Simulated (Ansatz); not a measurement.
Write the native input for Ansatz 0.2.0 that does the following.

```
Task                : relaxation of cell and atoms
Functional          : PBE
Potentials or basis : Ansatz PAW
Cutoff              : 420 eV (not typed: the program's choice for these potentials)
k mesh              : 4 × 4 × 2
Occupations         : fermi-dirac, width 0.05 eV
Spin                : no spin polarisation
```

Crystal: HfIn4SiO6.

```xyz
12
Lattice="5.2774 0.0000 0.0000 -2.6387 4.5704 0.0000 0.0000 0.0000 10.5590" Properties=species:S:1:pos:R:3 pbc="T T T"
Hf    2.6387    1.5234    0.0000
In    0.0000    0.0000    3.2148
In    0.0000    0.0000    7.3442
In    0.0000    3.0469    8.3331
In    0.0000    3.0469    2.2260
Si    0.0000    0.0000    0.0000
O     3.2747    3.2219    9.5002
O     1.4858    0.1234    1.0589
O     0.8498    1.2250    9.5002
O     2.0027    3.2219    1.0589
O     3.7916    0.1234    9.5002
O     4.4277    1.2250    1.0589
```

The cell was built by a generator and needn't be a form met in nature.

One way to write it, as run:

input.yaml

```yaml
crystal:
  lattice:
    - [5.27743, 0.0, 0.0]
    - [-2.63872, 4.57039, 0.0]
    - [0.0, 0.0, 10.55905]
  atoms:
    - { symbol: Hf, position: [0.66667, 0.33333, 0.0] }
    - { symbol: In, position: [0.0, 0.0, 0.30446] }
    - { symbol: In, position: [0.0, 0.0, 0.69554] }
    - { symbol: In, position: [0.33333, 0.66667, 0.78919] }
    - { symbol: In, position: [0.33333, 0.66667, 0.21081] }
    - { symbol: Si, position: [0.0, 0.0, 0.0] }
    - { symbol: O, position: [0.973, 0.70496, 0.89972] }
    - { symbol: O, position: [0.29504, 0.027, 0.10028] }
    - { symbol: O, position: [0.29504, 0.26804, 0.89972] }
    - { symbol: O, position: [0.73196, 0.70496, 0.10028] }
    - { symbol: O, position: [0.73196, 0.027, 0.89972] }
    - { symbol: O, position: [0.973, 0.26804, 0.10028] }
hamiltonian:
  xc: pbe
  pseudopotentials: { kind: paw }
kpoints:
  mp_grid: { grid: [4, 4, 2] }
scf:
  occupations: { method: fermi_dirac, width: 0.05 }
output:
  forces: true
  stress: true
  eigenvalues: true
relax:
  f_tol: 0.01
  max_steps: 40
  cell: { stress_tol: 0.05 }
```

Potentials or basis: Ansatz PAW.

Command:

```bash
$ ansatz run input.yaml --threads 8 --pin off --max-ram 20480MiB --backend cpu --events-out ev --progress --plain --runs-dir out
```

Results of the run:

The energy gained by relaxing is 0.0 meV/atom and the ionic steps are 2. The pressure after relaxing is 0.0 GPa. The largest force after relaxing is 0.007 eV/Å. The band gap on the k mesh is 0.35 eV, indirect (least direct gap 1.71 eV).

Caveat: the plane-wave basis is chosen anew once the cell has moved, so the energies of steps on either side of that aren't comparable; the pressure holds a Pulay correction of +0.3 GPa for the finite cutoff; spin-orbit coupling is left out, which moves the levels of the heavy elements.

Run time: 5.7 s on 8 threads of Intel(R) Xeon(R) Platinum 8375C CPU @ 2.90GHz (Ice Lake), with other jobs on the host, peak memory 0.95 GiB.
